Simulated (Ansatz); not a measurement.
**C4H4O2Zr: basis-set convergence**

An exercise on one series of results from a longer session: the logs are not shown, and one member is left open.

Computed with Ansatz 0.2.0, Gaussian basis. Level: one geometry, several basis sets.

Levels to be run: PBE0-D4/def2-SVP; ωB97M-V/def2-SVP; PBE0-D4/def2-QZVPP; ωB97M-V/def2-QZVPP; the functionals' def2-TZVPP values are taken from earlier runs.

### The relaxed structure

An earlier PBE0-D4 in a triple-zeta def2 set relaxation fixed the geometry. Zr takes the def2 core potential; no spin-orbit term is included.

SMILES `C#[C][Zr]([OH])([OH])[C]#C`, 11 atoms, charge 0, spin multiplicity 1.

Atoms are counted from 1 here; the program's logs count them from 0.

Bond lengths: C1–C2 1.216 Å, C1–H8 1.067 Å, C2–Zr3 2.200 Å, Zr3–O4 1.901 Å, Zr3–O5 1.901 Å, Zr3–C6 2.200 Å, O4–H9 0.953 Å, O5–H10 0.953 Å, C6–C7 1.216 Å, C7–H11 1.067 Å. Angles: C2–C1–H8 179.8°, C1–C2–Zr3 178.4°, C2–Zr3–O4 108.4°, C2–Zr3–O5 108.4°, C2–Zr3–C6 110.5°, O4–Zr3–O5 112.8°, O4–Zr3–C6 108.4°, O5–Zr3–C6 108.4°, Zr3–O4–H9 166.8°, Zr3–O5–H10 166.8°, Zr3–C6–C7 178.4°, C6–C7–H11 179.8°.

Geometry (Å):

```
C     0.5382   -0.9304   -2.9377
C     0.4096   -0.7413   -1.7438
Zr    0.1520   -0.3446    0.4044
O    -0.9865   -1.6834    1.1291
O     1.8693   -0.3176    1.2194
C    -0.7953    1.6158    0.7175
C    -1.3202    2.7033    0.8570
H     0.6493   -1.0927   -3.9864
H    -1.3841   -2.3978    1.6190
H     2.6490   -0.4695    1.7461
H    -1.7811    3.6584    0.9754
```

The first run:

File in.yaml:

```yaml
crystal:
  periodic: [false, false, false]
  atoms:
    - {symbol: C, position_ang: [0.538183, -0.930422, -2.937660]}
    - {symbol: C, position_ang: [0.409583, -0.741314, -1.743765]}
    - {symbol: Zr, position_ang: [0.152009, -0.344571, 0.404400]}
    - {symbol: O, position_ang: [-0.986537, -1.683419, 1.129060]}
    - {symbol: O, position_ang: [1.869273, -0.317622, 1.219391]}
    - {symbol: C, position_ang: [-0.795321, 1.615754, 0.717502]}
    - {symbol: C, position_ang: [-1.320239, 2.703261, 0.857047]}
    - {symbol: H, position_ang: [0.649272, -1.092699, -3.986446]}
    - {symbol: H, position_ang: [-1.384086, -2.397827, 1.618958]}
    - {symbol: H, position_ang: [2.648954, -0.469501, 1.746129]}
    - {symbol: H, position_ang: [-1.781081, 3.658380, 0.975365]}
basis:
  gaussian: {orbitals: def2-SVP}
hamiltonian: {xc: pbe0, dispersion: d4}
output: {orbitals: {seedname: orbitals}}
```

The run is started by

```sh
> ansatz run in.yaml --threads 2 --pin off --events-out ev --progress --plain --max-ram 22528MiB --backend cpu
```

Among the steps run: PBE0-D4 in def2-SVP; ωB97M-V in def2-SVP; PBE0-D4 in def2-QZVPP; ωB97M-V in def2-QZVPP.

One table of the session follows, with a row left open; its other results are not shown here.

It belongs to the step «Functionals by basis». 

```
functional       basis  HOMO (eV)  LUMO (eV)
   PBE0-D4    def2-SVP      -7.68      -1.58
   PBE0-D4  def2-TZVPP      -7.77      -1.73
   PBE0-D4  def2-QZVPP      -7.80      -1.75
   ωB97M-V    def2-SVP      -9.89       0.40
   ωB97M-V  def2-TZVPP      -9.99       0.23
   ωB97M-V  def2-QZVPP          ?          ?
```

Q: Estimate the row for ωB97M-V, def2-QZVPP from the others.

**Answer.** HOMO (eV): -10.01; LUMO (eV): 0.19. In the column «HOMO (eV)» it is the lowest.
